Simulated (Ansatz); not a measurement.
# SnH2− (doublet): from Hartree-Fock to the top rungs, def2-TZVPD

Aim: climb from Hartree-Fock through coupled cluster and multireference methods for SnH2− (doublet) at one geometry and basis, and see what each rung misses.

The runs use Ansatz 0.2.0, Gaussian basis; def2-TZVPD, core rule «outside noble gas», up to 9 orbitals frozen.

The runs, in order: UHF; CCSD(T) on ROHF; CCSD(T) on UHF; BCCD(T) on ROHF; CCSDT(Q) on ROHF; CCSDT(Q) on UHF; CASSCF and MRCISD+Q, 7 electrons in 6 orbitals; CASSCF and MRCISD+Q(relaxed), 7 electrons in 6 orbitals; CASSCF and NEVPT2, 7 electrons in 6 orbitals.

14 further runs of the same task are left out: 4 that didn't finish, 10 set aside as unsound or not needed.

## (1) The geometry

The geometry is a PBE0/def2-TZVPD stationary point (not a proven minimum). No spin-orbit coupling is included. Elements past krypton take def2 core potentials.

3 atoms, charge -1, spin multiplicity 2.

Atoms are counted from 1 here; the program's logs count them from 0.

Bond lengths: Sn1–H2 1.804 Å, Sn1–H3 1.804 Å. Angles: H2–Sn1–H3 91.1°.

Geometry (Å):

```xyz
3
H2Sn
Sn    0.00000   -0.02109    0.00000
H     0.00000    1.24190   -1.28809
H     0.00000    1.24187    1.28811
```

## (2) UHF

in.yaml reads:

```yaml
crystal:
  periodic: [false, false, false]
  atoms:
    - {symbol: Sn, position_ang: [0.000000, -0.021089, 0.000000]}
    - {symbol: H, position_ang: [0.000000, 1.241896, -1.288086]}
    - {symbol: H, position_ang: [0.000000, 1.241874, 1.288107]}
basis:
  gaussian: {orbitals: def2-TZVPD}
total_charge: -1
magnetization: {spin_polarized: true, initial_magnetization: 1}
hamiltonian: {xc: hf}
output: {orbitals: {seedname: orbitals}}
```

Command:

```console
ansatz run in.yaml --threads 1 --pin off --events-out ev --progress --plain --max-ram 2393MiB
```

Further steps of the session: CCSD(T) on ROHF; CCSD(T) on UHF; BCCD(T) on ROHF; CCSDT(Q) on ROHF; CCSDT(Q) on UHF; CASSCF and MRCISD+Q, 7 electrons in 6 orbitals; CASSCF and MRCISD+Q(relaxed), 7 electrons in 6 orbitals; CASSCF and NEVPT2, 7 electrons in 6 orbitals.

**Question.** What will the summary of the whole plan be? Wanted: UCCSDT(Q) from the RHF energy; RMP2 from UCCSDT(Q); UMP2 from UCCSDT(Q); RCCSD from UCCSDT(Q); RCCSD(T) from UCCSDT(Q); UCCSD(T) from UCCSDT(Q); RCCSDT(Q) from UCCSDT(Q); NEVPT2 valence from UCCSDT(Q); MRCISD+Q valence from UCCSDT(Q).

The runs gave:

| quantity | value |
| --- | --- |
| UCCSDT(Q) from the ROHF energy | -3.6384 eV |
| RMP2 from UCCSDT(Q) | +18.40 kcal/mol |
| UMP2 from UCCSDT(Q) | +18.71 kcal/mol |
| RCCSD from UCCSDT(Q) | +3.37 kcal/mol |
| RCCSD(T) from UCCSDT(Q) | +0.73 kcal/mol |
| UCCSD(T) from UCCSDT(Q) | +0.65 kcal/mol |
| RCCSDT(Q) from UCCSDT(Q) | +0.10 kcal/mol |
| NEVPT2 valence from UCCSDT(Q) | +18.46 kcal/mol |
| MRCISD+Q valence from UCCSDT(Q) | +0.38 kcal/mol |
| MRCISD+Q(relaxed) valence from UCCSDT(Q) | -0.06 kcal/mol |
| levels within 1 kcal/mol (43 meV) | RCCSD(T), UCCSD(T), BCCD(T), RCCSDT, UCCSDT, RCCSDT(Q), MRCISD+Q valence, MRCISD+Q(relaxed) valence |
| T1 diagnostic | 0.022 |
| effectively unpaired electrons | 1.02 |

**Reading.** RCCSD(T) misses by +0.73 kcal/mol, 0.9 % of the correlation energy. One determinant dominates. Of the multireference levels listed MRCISD+Q(relaxed) valence comes nearest in total energy (-0.06 kcal/mol), which doesn't show that its space is the better one. These misses are within one basis, not against nature; the frozen cores of restricted and unrestricted runs differ, which can shift their rows.
